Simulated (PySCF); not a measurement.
# Cu(3+): dipole response in aug-cc-pVDZ-DK

Aim: the static polarisability and the C₆ coefficient of Cu(3+), method by method.

Method: unrestricted determinants in a Gaussian basis, no spin-orbit coupling in the energies. Code: PySCF 2.14.0.

## Step 1: What is computed

* Element: copper (Z = 29)
* Basis: aug-cc-pVDZ-DK
* Hamiltonian: scalar relativity by spin-free X2C-1e
* State 1: Cu(3+): [Ar] 3d8, high-spin 3F determinant
* Methods: UHF, PBE, PBE0, BP86

The outer shells:

Cu3+ [Ar] 3d8
```
[Ar] core
3d [↑↓][↑↓][↑↓][↑ ][↑ ]
```

The runs were made by one driver on top of PySCF. The scripts below sum up each run's settings (the driver also hands on starting orbitals that pick excited configurations, and frozen orbitals as a list rather than a count), and the logs come from the driver's own runs. The driver starts from symmetry-adapted Hartree-Fock orbitals, holds the occupation by maximum overlap and uses a logarithmic radial grid for functionals, so a plain start would take other cycles.

The integrals over 59 functions and the set-up took 0.62 s of CPU time.

## Step 2: Cu(3+): the ladder of methods

UHF:

File input.py:

```python
from pyscf import gto, scf, dft, mp, cc
import basis_set_exchange as bse
mol = gto.M(atom="Cu 0 0 0", charge=3, spin=2, symmetry="D2h",
            basis=gto.basis.parse(bse.get_basis("aug-cc-pVDZ-DK", elements=["Cu"], fmt="nwchem")),
            nucmod="G")
mf = scf.UHF(mol).sfx2c1e()
mf.irrep_nelec = {'Ag': (5, 3), 'B1g': (1, 1), 'B2g': (1, 1), 'B3g': (1, 1), 'B1u': (2, 2), 'B2u': (2, 2), 'B3u': (2, 2)}
mf.kernel()
```

Output:

```text
damping factor = 0
level_shift factor = 0
DIIS = <class 'pyscf.scf.diis.CDIIS'>
diis_start_cycle = 1
diis_space = 10
diis_damp = 0
SCF conv_tol = 1e-09
SCF conv_tol_grad = None
number electrons alpha = 14  beta = 12
cycle= 1 E= -1651.01825271377  delta_E= -0.00714  |g|= 0.0288  |ddm|= 0.0389
cycle= 2 E= -1651.01835563119  delta_E= -0.000103  |g|= 0.00363  |ddm|= 0.00468
cycle= 3 E= -1651.01835744372  delta_E= -1.81e-06  |g|= 0.000499  |ddm|= 0.00137
cycle= 4 E= -1651.01835748827  delta_E= -4.46e-08  |g|= 0.000139  |ddm|= 0.000445
cycle= 5 E= -1651.01835749509  delta_E= -6.82e-09  |g|= 2.01e-05  |ddm|= 0.000138
cycle= 6 E= -1651.01835749525  delta_E= -1.57e-10  |g|= 2.28e-06  |ddm|= 3.17e-05
converged SCF energy = -1651.01835749525  <S^2> = 2.0020326  2S+1 = 3.0013547
```

CPU time 2 s on a shared host, the integrals not counted.

The occupied shells:

| shell | electrons | mean orbital energy (eV) | spread (eV) | rms radius (bohr) |
| --- | --- | --- | --- | --- |
| 1s α | 1 | -9094.6 | 0 | 0.0601 |
| 1s β | 1 | -9094.5 | 0 | 0.0601 |
| 2s α | 1 | -1183.3 | 0 | 0.254 |
| 2s β | 1 | -1180.9 | 0 | 0.254 |
| 2p α | 3 | -1023.9 | 0 | 0.228 |
| 2p β | 3 | -1021.5 | 0 | 0.228 |
| 3s α | 1 | -190.63 | 0 | 0.757 |
| 3s β | 1 | -184.81 | 0 | 0.757 |
| 3p α | 3 | -141.76 | 0 | 0.799 |
| 3p β | 3 | -134.78 | 0 | 0.799 |
| 3d α | 5 | -62.224 | 1.607 | 0.952 |
| 3d β | 3 | -59.406 | 0 | 0.952 |

⟨S²⟩ = 2.002, ⟨L²⟩ = 12.02.

The driver then solved the coupled dipole response at imaginary frequencies: mean α = 1.406 bohr³, C₆ = 3.205 au for a like pair.

PBE:

Changes to input.py:

```diff
@@ -5,3 +5,3 @@
             nucmod="G")
-mf = scf.UHF(mol).sfx2c1e()
+mf = dft.UKS(mol, xc="PBE").sfx2c1e()
 mf.irrep_nelec = {'Ag': (5, 3), 'B1g': (1, 1), 'B2g': (1, 1), 'B3g': (1, 1), 'B1u': (2, 2), 'B2u': (2, 2), 'B3u': (2, 2)}
```

Output:

```text
damping factor = 0
level_shift factor = 0
DIIS = <class 'pyscf.scf.diis.CDIIS'>
diis_start_cycle = 1
diis_space = 10
diis_damp = 0
SCF conv_tol = 1e-09
SCF conv_tol_grad = None
number electrons alpha = 14  beta = 12
XC functionals = PBE
    J. P. Perdew, K. Burke, and M. Ernzerhof.,  Phys. Rev. Lett. 77, 3865 (1996)
    J. P. Perdew, K. Burke, and M. Ernzerhof.,  Phys. Rev. Lett. 78, 1396 (1997)
    J. P. Perdew, K. Burke, and M. Ernzerhof.,  Phys. Rev. Lett. 77, 3865 (1996)
    J. P. Perdew, K. Burke, and M. Ernzerhof.,  Phys. Rev. Lett. 78, 1396 (1997)
cycle= 1 E= -1652.09719587556  delta_E= -0.00462  |g|= 0.0963  |ddm|= 0.143
cycle= 2 E= -1652.0961556684  delta_E= 0.00104  |g|= 0.127  |ddm|= 0.154
cycle= 3 E= -1652.09862493126  delta_E= -0.00247  |g|= 0.000425  |ddm|= 0.0888
cycle= 4 E= -1652.09862497051  delta_E= -3.93e-08  |g|= 5.89e-05  |ddm|= 0.000392
cycle= 5 E= -1652.09862497114  delta_E= -6.27e-10  |g|= 2.67e-06  |ddm|= 4.97e-05
converged SCF energy = -1652.09862497114  <S^2> = 2.0004531  2S+1 = 3.0003021
```

It used 4.7 s of CPU time after the integrals (shared host).

The driver then solved the coupled dipole response at imaginary frequencies: mean α = 1.648 bohr³, C₆ = 3.781 au for a like pair.

PBE0:

Changes to input.py:

```diff
@@ -5,3 +5,3 @@
             nucmod="G")
-mf = dft.UKS(mol, xc="PBE").sfx2c1e()
+mf = dft.UKS(mol, xc="PBE0").sfx2c1e()
 mf.irrep_nelec = {'Ag': (5, 3), 'B1g': (1, 1), 'B2g': (1, 1), 'B3g': (1, 1), 'B1u': (2, 2), 'B2u': (2, 2), 'B3u': (2, 2)}
```

Output:

```text
damping factor = 0
level_shift factor = 0
DIIS = <class 'pyscf.scf.diis.CDIIS'>
diis_start_cycle = 1
diis_space = 10
diis_damp = 0
SCF conv_tol = 1e-09
SCF conv_tol_grad = None
number electrons alpha = 14  beta = 12
XC functionals = PBE0
    C. Adamo and V. Barone.,  J. Chem. Phys. 110, 6158 (1999)
    M. Ernzerhof and G. E. Scuseria.,  J. Chem. Phys. 110, 5029 (1999)
cycle= 1 E= -1652.13555210872  delta_E= -0.00369  |g|= 0.0466  |ddm|= 0.0969
cycle= 2 E= -1652.13549888402  delta_E= 5.32e-05  |g|= 0.0499  |ddm|= 0.0726
cycle= 3 E= -1652.13587502647  delta_E= -0.000376  |g|= 0.000698  |ddm|= 0.0372
cycle= 4 E= -1652.13587514732  delta_E= -1.21e-07  |g|= 5.91e-05  |ddm|= 0.00077
cycle= 5 E= -1652.13587514861  delta_E= -1.29e-09  |g|= 2.21e-06  |ddm|= 9.26e-05
cycle= 6 E= -1652.13587514861  delta_E= -9.09e-13  |g|= 8.44e-08  |ddm|= 1.93e-06
converged SCF energy = -1652.13587514861  <S^2> = 2.0007099  2S+1 = 3.0004732
```

It used 6.4 s of CPU time after the integrals (shared host).

The driver then solved the coupled dipole response at imaginary frequencies: mean α = 1.566 bohr³, C₆ = 3.586 au for a like pair.

BP86:

Changes to input.py:

```diff
@@ -5,3 +5,3 @@
             nucmod="G")
-mf = dft.UKS(mol, xc="PBE0").sfx2c1e()
+mf = dft.UKS(mol, xc="B88,P86").sfx2c1e()
 mf.irrep_nelec = {'Ag': (5, 3), 'B1g': (1, 1), 'B2g': (1, 1), 'B3g': (1, 1), 'B1u': (2, 2), 'B2u': (2, 2), 'B3u': (2, 2)}
```

Output:

```text
damping factor = 0
level_shift factor = 0
DIIS = <class 'pyscf.scf.diis.CDIIS'>
diis_start_cycle = 1
diis_space = 10
diis_damp = 0
SCF conv_tol = 1e-09
SCF conv_tol_grad = None
number electrons alpha = 14  beta = 12
XC functionals = B88,P86
    A. D. Becke.,  Phys. Rev. A 38, 3098 (1988)
    J. P. Perdew.,  Phys. Rev. B 33, 8822 (1986)
cycle= 1 E= -1652.60448371507  delta_E= -0.00412  |g|= 0.0804  |ddm|= 0.132
cycle= 2 E= -1652.60380681137  delta_E= 0.000677  |g|= 0.105  |ddm|= 0.13
cycle= 3 E= -1652.60547535555  delta_E= -0.00167  |g|= 0.000312  |ddm|= 0.0743
cycle= 4 E= -1652.60547538322  delta_E= -2.77e-08  |g|= 4.68e-05  |ddm|= 0.00041
cycle= 5 E= -1652.60547538363  delta_E= -4.02e-10  |g|= 2.5e-06  |ddm|= 4.09e-05
converged SCF energy = -1652.60547538363  <S^2> = 2.000418  2S+1 = 3.0002787
```

CPU time 5 s on a shared host, the integrals not counted.

The driver then solved the coupled dipole response at imaginary frequencies: mean α = 1.653 bohr³, C₆ = 3.801 au for a like pair.

Radial density 4πr²ρ of Cu(3+) at UHF:

| r (bohr) | density | spin density |
| --- | --- | --- |
| 0.000925 | 0.273 | 0.000 |
| 0.00156 | 0.681 | 0.000 |
| 0.00262 | 1.66 | 0.000 |
| 0.00440 | 3.92 | 0.000 |
| 0.00740 | 8.70 | 0.000 |
| 0.0125 | 17.4 | 0.000 |
| 0.0209 | 28.8 | 0.001 |
| 0.0352 | 35.4 | 0.001 |
| 0.0593 | 30.2 | 0.006 |
| 0.0997 | 30.4 | 0.035 |
| 0.168 | 40.3 | 0.220 |
| 0.282 | 23.6 | 0.989 |
| 0.474 | 20.0 | 2.246 |
| 0.798 | 17.8 | 1.959 |
| 1.34 | 3.95 | 0.594 |
| 2.26 | 0.251 | 0.044 |
| 3.80 | 0.000472 | 0.000 |
| 6.39 | 4.81e-05 | 0.000 |

## Step 3: Polarisabilities and C₆

Cu(3+), in atomic units:

| method | mean α | C₆ (like pair) | S(−4) |
| --- | --- | --- | --- |
| UHF | 1.406 | 3.205 | 0.5533 |
| PBE | 1.648 | 3.781 | 0.9491 |
| PBE0 | 1.566 | 3.586 | 0.7965 |
| BP86 | 1.653 | 3.801 | 0.9414 |

α(iu) at BP86:

| u (hartree) | α(iu) (bohr³) |
| --- | --- |
| 0 | 1.653 |
| 0.0500 | 1.651 |
| 0.100 | 1.644 |
| 0.200 | 1.617 |
| 0.300 | 1.575 |
| 0.500 | 1.466 |
| 0.750 | 1.313 |
| 1.00 | 1.169 |
| 1.50 | 0.9340 |
| 2.00 | 0.7585 |
| 3.00 | 0.5258 |
| 5.00 | 0.2958 |

## Step 4: Results

| quantity | value |
| --- | --- |
| α of Cu(3+) | 1.406 (UHF) to 1.653 (BP86) bohr³ |

**Reading.** A single London oscillator with the computed α and C₆ of Cu(3+) at UHF would have ω = 4 C₆ / (3 α²) = 2.16 hartree. All values hold for this basis alone; no basis-set limit was taken.
